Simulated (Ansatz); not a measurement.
**Fe2Ge (P6_3/mmc): equation of state**

How stiff is Fe2Ge (P6_3/mmc)? Energies and pressures are computed at volumes on both sides of the relaxed cell and fitted.

Program: Ansatz 0.2.0. Level of theory: DFT LDA, scalar-relativistic, plane waves, PAW. These are calculated values, not measurements.

## 1. The system as given

The structure is hexagonal, space group P6_3/mmc (No. 194). The conventional cell has a = 4.008 Å, b = 4.008 Å, c = 4.835 Å, α = 90.00°, β = 90.00°, γ = 120.00°. Fe (site symmetry -3m) has 8 Fe at 2.42 to 2.61 Å and 6 Ge at 2.61 Å as nearest neighbours. Fe (site symmetry -6m2) has 5 Ge at 2.31 to 2.42 Å and 6 Fe at 2.61 Å as nearest neighbours. Ge (site symmetry -6m2) is surrounded by 11 Fe at 2.31 to 2.61 Å.

Structure file:

```xyz
6
Lattice="4.0081 0.0000 0.0000 -2.0041 3.4711 0.0000 0.0000 0.0000 4.8350" Properties=species:S:1:pos:R:3 pbc="T T T"
Fe    0.0000    0.0000    0.0000
Fe    0.0000    0.0000    2.4175
Fe    2.0041    1.1570    3.6263
Fe    0.0000    2.3141    1.2088
Ge    2.0041    1.1570    1.2088
Ge    0.0000    2.3141    3.6263
```

An earlier run at LDA left this cell at 11.211 Å³/atom and 0.00 GPa (12×12×8 mesh).

Volume factors to run: 0.980, 1.020, 0.960, 1.040.

## 2. Volume × 0.980

File input.yaml:

```yaml
crystal:
  lattice:
    - [3.9812220594, 0.0, 0.0]
    - [-1.9906110297, 3.4478394416, 0.0]
    - [0.0, 0.0, 4.8025531373]
  atoms:
    - { symbol: Fe, position: [0.0, 0.0, 0.0], spin: 2.28 }
    - { symbol: Fe, position: [0.0, 0.0, 0.5], spin: 2.28 }
    - { symbol: Fe, position: [0.6666666667, 0.3333333333, 0.75], spin: 1.12 }
    - { symbol: Fe, position: [0.3333333333, 0.6666666667, 0.25], spin: 1.12 }
    - { symbol: Ge, position: [0.6666666667, 0.3333333333, 0.25] }
    - { symbol: Ge, position: [0.3333333333, 0.6666666667, 0.75] }
basis:
  ecutwfc: 420
  ecutrho_ratio: 4
kpoints:
  mp_grid: { grid: [12, 12, 8] }
hamiltonian:
  xc: lda
scf:
  occupations: { method: gaussian, width: 0.05 }
output:
  forces: true
  stress: true
  eigenvalues: true
  populations: true
magnetization:
  spin_polarized: true
relax:
  f_tol: 0.01
  max_steps: 40
  cell: { stress_tol: 0.1, fix: [volume] }
```

Run with:

```bash
ansatz run input.yaml --threads 2 --pin off --max-ram 5120MiB --backend cpu --events-out ev --progress --plain --runs-dir out
```

The runs that follow: At 1.020 of the relaxed volume; At 0.960 of the relaxed volume; Scaling the volume by 1.040.

**Question.** What will these runs give? Wanted: V0; B0; scatter of the fit.

**Answer**, as computed:

| quantity | value |
| --- | --- |
| V0 | 11.212 Å³/atom |
| B0 | 217 GPa |
| scatter of the fit | 0.000 meV/atom |

In words: A third-order Birch–Murnaghan fit puts the minimum at 11.21 Å³/atom with a bulk modulus of 217 GPa, a stiff solid. One per cent of compression takes about 2.2 GPa. The moment on atom 1 grows from 1.96 to 2.16 μB on expansion. These are values at 0 K without zero-point motion.
